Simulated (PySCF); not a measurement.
# H6N2SSi2: the cost of one run

Computed with PySCF 2.14.0, with density-fitted response routines of our own, on a single molecule in the gas phase. Atoms count from 0, in the outputs and in this text.

## (1) The starting structure

11 atoms, charge 0, multiplicity 1; geometry from: GFN2-xTB. The atoms were then displaced at random by about 0.01 Å, so the start is not that level's minimum.

Bonds of the start (Å): S0–Si1 2.16, Si1–N2 1.74, N2–Si3 1.70, Si3–N4 1.72, N4–Si1 1.74, S0–H5 1.31, Si1–H6 1.45, N2–H7 1.00, Si3–H8 1.43, Si3–H9 1.50, N4–H10 1.00.

## (2) Relaxing the molecule at PBE0-D3(BJ)/def2-SVP

Job settings and geometry (Å):

```
{"job": {"xc": "PBE0", "basis": "def2-SVP", "d3": "d3bj", "grid": 1, "shake": 0.01, "kind": "geom"}, "charge": 0, "multiplicity": 1}
S      2.705080     0.699070     0.145180
Si     0.611670     0.638680     0.674620
N     -0.092240    -0.950510     0.703480
Si    -1.276110    -0.648470    -0.481940
N     -0.502970     0.878010    -0.638080
H      2.592780    -0.073570    -0.908720
H      0.482820     1.476350     1.853050
H      0.077310    -1.702440     1.346780
H     -1.180300    -1.484930    -1.642780
H     -2.654120    -0.555980     0.090590
H     -0.725820     1.697960    -1.157840
```

Started as:

```sh
OMP_NUM_THREADS=1 python probes_run.py task.json out
```

One launch serves the whole session: the jobs run in the order shown.

**Question.** How long does this first job take on 1 thread of Arm Neoverse N1, shared host, and how much memory does it need?

About 58 s, with a peak of 0.46 GiB.
